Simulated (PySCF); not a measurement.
# MoCl₆ (-2): ligand-field states, part 2 of 2

PySCF 2.14.0. Atoms count from 0. Earlier steps stand in the parts before.

## (6) Ligand-field states: state-averaged CASSCF (polar angle and twist at [52, 30]°) in water

The job: settings as JSON, then the geometry in Å.

```
{"job": {"kind": "lf", "basis": {"metal": "x2c-TZVPall", "ligand": "x2c-SVPall"}, "nevpt": true, "solvent": "water", "reuse": true}, "charge": -2, "metal": "Mo", "open_shell": "d2"}
Mo     0.000000     0.000000     0.000000
Cl     1.796337    -0.481327     1.452961
Cl    -0.481327     1.796337     1.452961
Cl    -1.315010    -1.315010     1.452961
Cl     1.796337     0.481327    -1.452961
Cl    -1.315010     1.315010    -1.452961
Cl    -0.481327    -1.796337    -1.452961
```

With the program's defaults for keys left out, this is: state-averaged CASSCF of the metal d shell, SC-NEVPT2 on the averaged canonical orbitals, state-interaction spin-orbit coupling.

What it wrote:

```text
basis functions 171, electrons 146, active (2e, 5o)
start from the orbitals of the previous structure
stage 1: DIIS on the effective Fock matrix, level shift 0.30
cycle   1  E = -6808.5047628318  dE = -6.809e+03  max|g| = 3.765e+00
cycle   2  E = -6810.9033608969  dE = -2.399e+00  max|g| = 4.721e-01
cycle   3  E = -6811.1166094342  dE = -2.132e-01  max|g| = 1.348e-01
cycle   4  E = -6811.1442815551  dE = -2.767e-02  max|g| = 7.824e-02
cycle   5  E = -6811.1540372066  dE = -9.756e-03  max|g| = 3.141e-02
cycle   6  E = -6811.1559593612  dE = -1.922e-03  max|g| = 1.143e-02
cycle   7  E = -6811.1563152158  dE = -3.559e-04  max|g| = 7.829e-03
cycle   8  E = -6811.1564433708  dE = -1.282e-04  max|g| = 3.151e-03
cycle   9  E = -6811.1564669810  dE = -2.361e-05  max|g| = 1.572e-03
cycle  10  E = -6811.1564713489  dE = -4.368e-06  max|g| = 7.259e-04
...
cycle  27  E = -6811.1564736353  dE = -2.747e-10  max|g| = 4.393e-05
cycle  28  E = -6811.1564736356  dE = -3.220e-10  max|g| = 4.175e-05
cycle  29  E = -6811.1564736358  dE = -2.401e-10  max|g| = 3.918e-05
cycle  30  E = -6811.1564736365  dE = -6.175e-10  max|g| = 3.419e-05
cycle  31  E = -6811.1564736370  dE = -5.666e-10  max|g| = 2.958e-05
cycle  32  E = -6811.1564736376  dE = -5.375e-10  max|g| = 2.294e-05
cycle  33  E = -6811.1564736379  dE = -2.901e-10  max|g| = 1.886e-05
cycle  34  E = -6811.1564736380  dE = -1.819e-10  max|g| = 1.612e-05
cycle  35  E = -6811.1564736382  dE = -1.492e-10  max|g| = 1.273e-05
cycle  36  E = -6811.1564736383  dE = -6.639e-11  max|g| = 1.100e-05
cycle  37  E = -6811.1564736383  dE = -8.004e-11  max|g| = 9.578e-06
converged average energy = -6811.1564736383

 mult deg   label        CASSCF/cm-1   NEVPT2/cm-1
   3   2   3E                  0.4           0.4
   3   1   3A2              4165.4        4484.7
   1   1   1A1              8193.6        6326.3
   1   2   1E               9756.5        8150.2
   1   2   1E              12341.2       11344.6
   1   1   1A1             22227.9       19113.1
   3   2   3E              21972.9       24270.0
   3   1   3A1             23100.1       25830.7
   3   1   3A2             28538.3       29379.7
   3   2   3E              30046.8       29985.1
   1   2   1E              30599.0       30922.6
   1   1   1A1             32832.5       33406.1
   1   2   1E              33564.9       33719.3
   1   1   1A2             34901.3       34993.9
   3   1   3A2             45115.3       49064.1
   1   2   1E              54080.8       55837.6
   1   1   1A1             64746.0       62989.3

spin-orbit levels / cm-1
      0.00  x2  3E 1.00
    459.10  x1  3E 0.99
    459.90  x1  3E 0.99
    945.14  x1  3E 0.98
   1027.80  x1  3E 1.00
   4938.58  x1  3A2 0.93 1A1 0.05
   5007.05  x2  3A2 0.98
   6932.84  x1  1A1 0.95 3A2 0.05
   8715.18  x1  1E 0.99
   8716.32  x1  1E 0.99
  11869.97  x1  1E 1.00
  11870.03  x1  1E 1.00
  19661.87  x1  1A1 0.99
  24577.33  x1  3E 0.99
  24616.07  x1  3E 0.99
  24801.37  x1  3E 0.99
  24802.51  x1  3E 0.99
  25040.11  x1  3E 1.00
  25040.14  x1  3E 1.00
  26330.90  x2  3A1 0.97
  26397.28  x1  3A1 0.99
  29774.22  x1  3A2 0.76 3E 0.23
  29936.26  x1  3A2 0.85 3E 0.13
  29936.50  x1  3A2 0.85 3E 0.13
  30260.91  x1  3E 1.00
  30395.15  x1  3E 0.76 3A2 0.23
  30458.27  x1  3E 0.75 1E 0.15 3A2 0.09
  30459.31  x1  3E 0.75 1E 0.15 3A2 0.09
  30780.30  x1  3E 0.94 1E 0.03
  30780.89  x1  3E 0.94 1E 0.03
```

Wall time 22 s (1 thread of Arm Neoverse V2, shared host); peak memory 0.54 GiB.

Warnings kept with the result: strongly covalent, metal-shell active space is small for this complex.

From this job:

| quantity | value |
| --- | --- |
| spin-orbit constant ζ | 641 cm⁻¹ |

Powder susceptibility:

| T (K) | χT (cm³ K/mol) | μ(eff) |
| --- | --- | --- |
| 2 | 0.079 | 0.80 |
| 20 | 0.104 | 0.91 |
| 100 | 0.213 | 1.31 |
| 300 | 0.456 | 1.91 |

## (7) Ligand-field states: state-averaged CASSCF (polar angle and twist at [50, 15]°) in water

The job: settings as JSON, then the geometry in Å.

```
{"job": {"kind": "lf", "basis": {"metal": "x2c-TZVPall", "ligand": "x2c-SVPall"}, "nevpt": true, "solvent": "water", "reuse": true}, "charge": -2, "metal": "Mo", "open_shell": "d2"}
Mo     0.000000     0.000000     0.000000
Cl     1.792398    -0.235974     1.516979
Cl    -0.691840     1.670249     1.516979
Cl    -1.100558    -1.434276     1.516979
Cl     1.792398     0.235974    -1.516979
Cl    -1.100558     1.434276    -1.516979
Cl    -0.691840    -1.670249    -1.516979
```

Method: state-averaged CASSCF of the metal d shell, SC-NEVPT2 on the averaged canonical orbitals, state-interaction spin-orbit coupling.

What it wrote:

```text
basis functions 171, electrons 146, active (2e, 5o)
start from the orbitals of the previous structure
stage 1: DIIS on the effective Fock matrix, level shift 0.30
cycle   1  E = -6808.8339447987  dE = -6.809e+03  max|g| = 3.191e+00
cycle   2  E = -6810.9298666070  dE = -2.096e+00  max|g| = 4.395e-01
cycle   3  E = -6811.1117046116  dE = -1.818e-01  max|g| = 1.229e-01
cycle   4  E = -6811.1364620857  dE = -2.476e-02  max|g| = 6.317e-02
cycle   5  E = -6811.1431741043  dE = -6.712e-03  max|g| = 2.496e-02
cycle   6  E = -6811.1442571264  dE = -1.083e-03  max|g| = 1.104e-02
cycle   7  E = -6811.1445703247  dE = -3.132e-04  max|g| = 5.769e-03
cycle   8  E = -6811.1446546957  dE = -8.437e-05  max|g| = 2.528e-03
cycle   9  E = -6811.1446699053  dE = -1.521e-05  max|g| = 1.266e-03
cycle  10  E = -6811.1446731539  dE = -3.249e-06  max|g| = 6.007e-04
...
cycle  27  E = -6811.1446747617  dE = -1.228e-10  max|g| = 1.474e-05
cycle  28  E = -6811.1446747618  dE = -8.276e-11  max|g| = 1.373e-05
cycle  29  E = -6811.1446747619  dE = -8.822e-11  max|g| = 1.383e-05
cycle  30  E = -6811.1446747620  dE = -6.730e-11  max|g| = 1.369e-05
cycle  31  E = -6811.1446747620  dE = -5.093e-11  max|g| = 1.339e-05
cycle  32  E = -6811.1446747621  dE = -5.639e-11  max|g| = 1.257e-05
cycle  33  E = -6811.1446747621  dE = -3.001e-11  max|g| = 1.192e-05
cycle  34  E = -6811.1446747621  dE = -3.365e-11  max|g| = 1.078e-05
cycle  35  E = -6811.1446747621  dE = -1.910e-11  max|g| = 1.048e-05
cycle  36  E = -6811.1446747621  dE = -9.095e-12  max|g| = 1.031e-05
cycle  37  E = -6811.1446747622  dE = -4.184e-11  max|g| = 7.795e-06
converged average energy = -6811.1446747622

 mult deg   label        CASSCF/cm-1   NEVPT2/cm-1
   3   2   3E                  0.1           0.1
   1   1   1A1              7186.4        4890.5
   1   2   1E              10048.7        8334.1
   3   1   3A2              8232.1        8414.0
   1   2   1E              14889.5       14094.8
   1   1   1A1             22404.5       19862.1
   3   2   3E              20066.5       21999.7
   3   1   3A1             22067.0       24851.8
   3   1   3A2             24181.4       26088.1
   1   2   1E              28004.6       28043.1
   3   2   3E              28562.9       28437.6
   1   2   1E              31470.0       31726.9
   1   1   1A1             32700.4       33053.2
   1   1   1A2             33882.8       33931.8
   3   1   3A2             41831.1       45203.1
   1   2   1E              49984.3       51535.7
   1   1   1A1             60452.0       58430.1

spin-orbit levels / cm-1
      0.00  x2  3E 1.00
    521.14  x1  3E 0.99
    521.26  x1  3E 0.99
   1111.96  x1  3E 1.00
   1133.62  x1  3E 1.00
   5370.30  x1  1A1 0.98
   8738.39  x2  1E 0.57 3A2 0.43
   8996.29  x1  3A2 0.97
   9177.06  x1  3A2 0.57 1E 0.43
   9177.14  x1  3A2 0.57 1E 0.43
  14658.72  x1  1E 1.00
  14658.85  x1  1E 1.00
  20480.96  x1  1A1 0.99
  22323.67  x1  3E 1.00
  22354.66  x1  3E 0.99
  22581.17  x1  3E 0.99
  22581.74  x1  3E 0.99
  22878.14  x2  3E 1.00
  25123.19  x2  3A1 0.81 3A2 0.19
  25458.07  x1  3A1 1.00
  26689.54  x1  3A2 0.98
  27059.38  x2  3A2 0.81 3A1 0.19
  28328.69  x1  1E 0.69 3E 0.30
  28328.74  x1  1E 0.69 3E 0.30
  28755.44  x1  3E 1.00
  28773.19  x1  3E 0.98
  29222.36  x1  3E 0.83 1E 0.16
  29223.03  x1  3E 0.83 1E 0.16
  29415.97  x1  3E 0.84 1E 0.15
  29416.04  x1  3E 0.84 1E 0.15
```

It took 22 s on 1 thread of Arm Neoverse V2, shared host; peak memory 0.53 GiB.

Warnings kept with the result: strongly covalent, metal-shell active space is small for this complex.

Key values:

| quantity | value |
| --- | --- |
| spin-orbit constant ζ | 628 cm⁻¹ |

Powder susceptibility:

| T (K) | χT (cm³ K/mol) | μ(eff) |
| --- | --- | --- |
| 2 | 0.060 | 0.69 |
| 20 | 0.083 | 0.81 |
| 100 | 0.183 | 1.21 |
| 300 | 0.416 | 1.82 |

## (8) Ligand-field states: state-averaged CASSCF (polar angle and twist at [49.1, 0]°) in water

The job: settings as JSON, then the geometry in Å.

```
{"job": {"kind": "lf", "basis": {"metal": "x2c-TZVPall", "ligand": "x2c-SVPall"}, "nevpt": true, "solvent": "water", "reuse": true}, "charge": -2, "metal": "Mo", "open_shell": "d2"}
Mo     0.000000     0.000000     0.000000
Cl     1.783814     0.000000     1.545188
Cl    -0.891907     1.544828     1.545188
Cl    -0.891907    -1.544828     1.545188
Cl     1.783814     0.000000    -1.545188
Cl    -0.891907     1.544828    -1.545188
Cl    -0.891907    -1.544828    -1.545188
```

Method: state-averaged CASSCF of the metal d shell, SC-NEVPT2 on the averaged canonical orbitals, state-interaction spin-orbit coupling.

What it wrote:

```text
basis functions 171, electrons 146, active (2e, 5o)
start from the orbitals of the previous structure
stage 1: DIIS on the effective Fock matrix, level shift 0.30
cycle   1  E = -6809.2344243336  dE = -6.809e+03  max|g| = 2.974e+00
cycle   2  E = -6810.9638015973  dE = -1.729e+00  max|g| = 3.731e-01
cycle   3  E = -6811.1122104649  dE = -1.484e-01  max|g| = 1.156e-01
cycle   4  E = -6811.1333336039  dE = -2.112e-02  max|g| = 4.652e-02
cycle   5  E = -6811.1374588883  dE = -4.125e-03  max|g| = 2.161e-02
cycle   6  E = -6811.1383319668  dE = -8.731e-04  max|g| = 1.410e-02
cycle   7  E = -6811.1386677545  dE = -3.358e-04  max|g| = 4.666e-03
cycle   8  E = -6811.1387268177  dE = -5.906e-05  max|g| = 2.203e-03
cycle   9  E = -6811.1387385843  dE = -1.177e-05  max|g| = 1.251e-03
cycle  10  E = -6811.1387411568  dE = -2.572e-06  max|g| = 7.529e-04
...
cycle  30  E = -6811.1387424807  dE = -1.546e-11  max|g| = 2.609e-05
cycle  31  E = -6811.1387424807  dE = -1.091e-11  max|g| = 2.604e-05
cycle  32  E = -6811.1387424808  dE = -2.365e-11  max|g| = 2.546e-05
cycle  33  E = -6811.1387424808  dE = -4.457e-11  max|g| = 2.486e-05
cycle  34  E = -6811.1387424808  dE = -3.092e-11  max|g| = 2.395e-05
cycle  35  E = -6811.1387424809  dE = -8.367e-11  max|g| = 2.172e-05
cycle  36  E = -6811.1387424810  dE = -7.458e-11  max|g| = 1.909e-05
cycle  37  E = -6811.1387424811  dE = -9.823e-11  max|g| = 1.632e-05
cycle  38  E = -6811.1387424812  dE = -1.346e-10  max|g| = 1.302e-05
cycle  39  E = -6811.1387424813  dE = -6.639e-11  max|g| = 1.048e-05
cycle  40  E = -6811.1387424813  dE = -1.728e-11  max|g| = 9.242e-06
converged average energy = -6811.1387424813

 mult deg   label        CASSCF/cm-1   NEVPT2/cm-1
   3   2   3E'                 0.2           0.2
   1   1   1A1'             6739.5        4255.3
   1   2   1E'             10195.2        8432.2
   3   1   3A2'            10738.2       10393.6
   1   2   1E'             16144.8       15360.4
   1   1   1A1'            22408.6       20124.7
   3   2   3E''            19266.7       21018.5
   3   1   3A2''           21341.9       24176.7
   3   1   3A1''           21623.6       24419.3
   1   2   1E''            26791.0       26791.7
   3   2   3E''            27959.4       27814.3
   1   2   1E''            30464.8       30741.3
   1   1   1A1''           32769.4       33018.7
   1   1   1A2''           33442.7       33468.5
   3   1   3A2'            40643.4       43719.6
   1   2   1E'             48330.7       49762.5
   1   1   1A1'            58638.1       56476.4

spin-orbit levels / cm-1
      0.00  x2  3E' 1.00
    544.91  x1  3E' 0.99
    545.32  x1  3E' 0.99
   1181.29  x1  3E' 1.00
   1181.55  x1  3E' 1.00
   4766.49  x1  1A1' 0.99
   9045.97  x1  1E' 0.99
   9046.51  x1  1E' 0.99
  10922.07  x1  3A2' 0.98
  10991.49  x2  3A2' 1.00
  15943.47  x1  1E' 1.00
  15943.54  x1  1E' 1.00
  20820.40  x1  1A1' 0.97
  21343.08  x1  3E'' 1.00
  21383.89  x1  3E'' 0.98
  21617.65  x1  3E'' 0.99
  21618.41  x1  3E'' 0.99
  21947.24  x2  3E'' 1.00
  24039.10  x2  3A2'' 0.56 3A1'' 0.43
  24804.02  x1  3A2'' 1.00
  25046.64  x1  3A1'' 1.00
  25864.08  x2  3A1'' 0.56 3A2'' 0.43
  27182.66  x1  1E'' 0.84 3E'' 0.15
  27183.23  x1  1E'' 0.84 3E'' 0.15
  28154.37  x1  3E'' 1.00
  28158.97  x1  3E'' 0.99
  28562.08  x1  3E'' 0.81 1E'' 0.16 1E'' 0.03
  28562.41  x1  3E'' 0.81 1E'' 0.16 1E'' 0.03
  28740.62  x2  3E'' 1.00
  31507.84  x1  1E'' 0.96 3E'' 0.03
```

It took 23 s on 1 thread of Arm Neoverse V2, shared host; peak memory 0.53 GiB.

Warnings kept with the result: strongly covalent, metal-shell active space is small for this complex.

In short:

| quantity | value |
| --- | --- |
| spin-orbit constant ζ | 622 cm⁻¹ |

Powder susceptibility:

| T (K) | χT (cm³ K/mol) | μ(eff) |
| --- | --- | --- |
| 2 | 0.053 | 0.65 |
| 20 | 0.075 | 0.77 |
| 100 | 0.171 | 1.17 |
| 300 | 0.398 | 1.78 |

## (9) Ligand field across the series

From the NEVPT2 states (cm⁻¹; the spread is that of the fitted one-electron ligand-field levels):

| step | setting | ground state | next state | orbital spread | Racah B | ζ | μ(eff), 300 K |
| --- | --- | --- | --- | --- | --- | --- | --- |
| 2 | as given | 3T1g | 1T2g at 7878 | 27883 | 494 | 660 | 1.84 |
| 3 | polar angle and twist at [50, 60] | 3A2g | 3Eg at 60 | 28410 | 497 | 659 | 1.84 |
| 4 | polar angle and twist at [59, 60] | 3Eg | 3A2g at 6 | 28513 | 499 | 660 | 1.83 |
| 5 | polar angle and twist at [54.7356, 45] | 3E | 3A2 at 1241 | 27271 | 490 | 655 | 1.97 |
| 6 | polar angle and twist at [52, 30] | 3E | 3A2 at 4484 | 25524 | 496 | 641 | 1.91 |
| 7 | polar angle and twist at [50, 15] | 3E | 1A1 at 4890 | 23840 | 505 | 628 | 1.82 |
| 8 | polar angle and twist at [49.1, 0] | 3E' | 1A1' at 4255 | 23190 | 479 | 622 | 1.78 |

## (10) Outcome

What follows sums up all 2 parts.

| quantity | value |
| --- | --- |
| spin-orbit constant ζ (step 2, state-averaged CASSCF in water) | 660 cm⁻¹ |
| ground multiplicity, μ(eff) at 300 K (step 2, 6 donors at 2.36 Å) | 3, 1.84 μB |
| ground multiplicity, μ(eff) at 300 K (step 3, 6 donors at 2.36 Å) | 3, 1.84 μB |
| ground multiplicity, μ(eff) at 300 K (step 4, 6 donors at 2.36 Å) | 3, 1.83 μB |
| ground multiplicity, μ(eff) at 300 K (step 5, 6 donors at 2.36 Å) | 3, 1.97 μB |
| ground multiplicity, μ(eff) at 300 K (step 6, 6 donors at 2.36 Å) | 3, 1.91 μB |
| ground multiplicity, μ(eff) at 300 K (step 7, 6 donors at 2.36 Å) | 3, 1.82 μB |
| ground multiplicity, μ(eff) at 300 K (step 8, 6 donors at 2.36 Å) | 3, 1.78 μB |

**Reading.** In step 2, χT goes from 0.02 at 2 K to 0.42 cm³ K/mol at 300 K, as higher levels fill or mix in. The spread of the ligand-field levels runs from 23190 cm⁻¹ (polar angle and twist at [49.1, 0]) to 28513 cm⁻¹ (polar angle and twist at [59, 60]); μ(eff) at 300 K: 1.78 to 1.97 μB. The bonding is strongly covalent, and an active space of the metal's shell alone is small for it, so these values are rough.
